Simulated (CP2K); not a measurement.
Runs of CP2K 2026.2 on Sn. The cell holds a slab with vacuum, 6 atoms: a = 4.590 Å, b = 4.590 Å, c = 23.432 Å, α = 90.00°, β = 90.00°, γ = 120.00°. The slab is cut from a database's or a generator's crystal, which needn't be the stable form of the element.

```tsv
level	gap on the mesh (eV)	largest force (eV/Å)
PBEsol	none	0.39
AM05	none	0.40
PBE	none	(a)
r2SCAN	none	0.35
revPBE	none	0.43
LDA	none	0.40
```

Alike in all rows: task work function; potentials or basis POTENTIAL_UZH Sn GTH-PBE-q4; DZVP-MOLOPT-PBE-GTH basis; no spin polarisation; cell as given; k mesh 5 × 5 × 1; smearing fermi-dirac 0.05 eV.

Question: Fill in the values left out.

Answer: (a) 0.41.

Caveats: the basis of atomic orbitals isn't converged, which shifts pressures, moduli and gaps; the potentials were made for another functional, which shifts forces and pressure (some runs); meta-GGAs are noisy in the vacuum on a uniform grid, which can shift empty levels and the work function (some runs).

A k mesh can miss the band edges, and the runs leave out spin-orbit coupling on Sn.

A gap of «none» marks a metal or a gap under the smearing width.

Not every run made on this cell is shown here.
